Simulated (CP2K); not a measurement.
Runs of CP2K 2026.2 on SnTe3. It takes space group Fm-3m (No. 225, cubic). Conventional cell: a = 7.722 Å, b = 7.722 Å, c = 7.722 Å, α = 90.00°, β = 90.00°, γ = 90.00°. Te (site symmetry m-3m) has 8 Te at 3.34 Å as nearest neighbours. Te (site symmetry -43m) is surrounded by 4 Te at 3.34 Å and 4 Sn at 3.34 Å. Around Sn (site symmetry m-3m) lie 8 Te at 3.34 Å. The cell comes from a database or a generator and needn't be the stable form of this composition.

| level | potentials or basis | smearing | EPS_DEFAULT | NGRIDS | points a segment of the path (NPOINTS) | bands added on the path | CUTOFF of the grids | gap on the mesh (eV) | pressure (GPa) |
| --- | --- | --- | --- | --- | --- | --- | --- | --- | --- |
| PBEsol | POTENTIAL_UZH Te GTH-PBE-q6, Sn GTH-PBE-q4; TZVP-MOLOPT-PBE-GTH basis | fermi-dirac 0.01 eV | 1.0E-9 | 4 | 6 | 6 | 450 Ry | none | -0.3 |
| r2SCAN | POTENTIAL_UZH Te GTH-SCAN-q6, Sn GTH-SCAN-q4; TZVP-MOLOPT-SCAN-GTH basis | fermi-dirac 0.05 eV | 1.0E-9 | 5 | 8 | 6 | 675 Ry | none | (a) |
| LDA | GTH_POTENTIALS Te GTH-PADE-q6, Sn GTH-PADE-q4; TZVP-MOLOPT-PBE-GTH basis | fermi-dirac 0.1 eV | 1.0E-10 | 4 | 8 | 2 | 450 Ry | none | -2.7 |
| PBE | POTENTIAL_UZH Te GTH-PBE-q6, Sn GTH-PBE-q4; TZVP-MOLOPT-PBE-GTH basis | fermi-dirac 0.05 eV | 1.0E-10 | 5 | 8 | 6 | 450 Ry | none | 1.3 |

Alike in all rows: task band structure; no spin polarisation; cell as given; k mesh 6 × 6 × 6.

Fill in the values left out.

(a) -0.1.

Caveats: spin-orbit coupling is left out, which moves the levels of the heavy elements; the basis of atomic orbitals isn't converged, which shifts pressures, moduli and gaps; the potentials were made for another functional, which shifts forces and pressure (some runs).

A k mesh can miss the band edges, and the runs leave out spin-orbit coupling on Sn, Te.

A gap of «none» marks a metal or a gap under the smearing width.
